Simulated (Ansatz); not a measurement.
# BeZn3Te4: the cost of one run

Method: DFT PBE, scalar-relativistic, plane waves, PAW, unless a step names another level, in Ansatz 0.2.0.

1 further run of the same task is left out (it didn't finish). Runs told in other sessions of the task aren't counted.

## 1. Starting point

The structure is tetragonal, space group I-42m (No. 121). The conventional cell has a = 6.051 Å, b = 6.051 Å, c = 12.077 Å, α = 90.00°, β = 90.00°, γ = 90.00°. Around Be (site symmetry -42m) lie 4 Te at 2.47 Å. Zn (site symmetry -4) has 4 Te at 2.66 Å in its first shell of neighbours. Zn (site symmetry -42m) is surrounded by 4 Te at 2.68 Å. Te (site symmetry m) has 1 Be at 2.47 Å and 3 Zn at 2.66 to 2.68 Å in its first shell of neighbours.

Coordinates:

```xyz
8
Lattice="-3.0254 3.0254 6.0383 3.0254 -3.0254 6.0383 3.0254 3.0254 -6.0383" Properties=species:S:1:pos:R:3 pbc="T T T"
Be    0.0000    0.0000    0.0000
Zn    3.0254    0.0000    3.0191
Zn    0.0000    3.0254    3.0191
Zn    0.0000    0.0000    6.0383
Te    1.6020    1.6020    4.5998
Te    1.4234    1.4234   -1.4385
Te   -1.6020    1.6020    7.4768
Te    1.6020   -1.6020    7.4768
```

It came out lowest among 24 distinct ends of the trial cells. At a tolerance of 0.02 Å it has space group I-42m (No. 121).

## 2. Tight relaxation for the response runs, on the response runs' mesh and smearing

input.yaml reads:

```yaml
crystal:
  lattice:
    - [-3.0254044858, 3.0254044858, 6.0382646226]
    - [3.0254044858, -3.0254044858, 6.0382646226]
    - [3.0254044858, 3.0254044858, -6.0382646226]
  atoms:
    - { symbol: Be, position: [0.0, 0.0, 0.0] }
    - { symbol: Zn, position: [0.25, 0.75, 0.5] }
    - { symbol: Zn, position: [0.75, 0.25, 0.5] }
    - { symbol: Zn, position: [0.5, 0.5, 0.0] }
    - { symbol: Te, position: [0.6456360808, 0.6456360808, 0.5295052589] }
    - { symbol: Te, position: [0.1161308219, 0.1161308219, 0.4704947411] }
    - { symbol: Te, position: [0.8838691781, 0.3543639192, 0.0] }
    - { symbol: Te, position: [0.3543639192, 0.8838691781, 0.0] }
basis:
  ecutwfc: 420
kpoints:
  mp_grid: { grid: [6, 6, 6] }
hamiltonian:
  xc: pbe
scf:
  occupations: { method: fixed }
output:
  forces: true
  stress: true
  eigenvalues: true
relax:
  adjacent_minimum: "off"
  f_tol: 0.001
  max_steps: 60
  cell: { stress_tol: 0.01 }
```

Launch:

```bash
$ ansatz run input.yaml --threads 3 --pin off --max-ram 7680MiB --backend cpu --events-out ev --progress --plain --runs-dir out
```

What time and memory should one allow on 3 threads of Intel Xeon 6975P-C (Granite Rapids), shared host?

About 19 s, with a peak of 0.79 GiB.
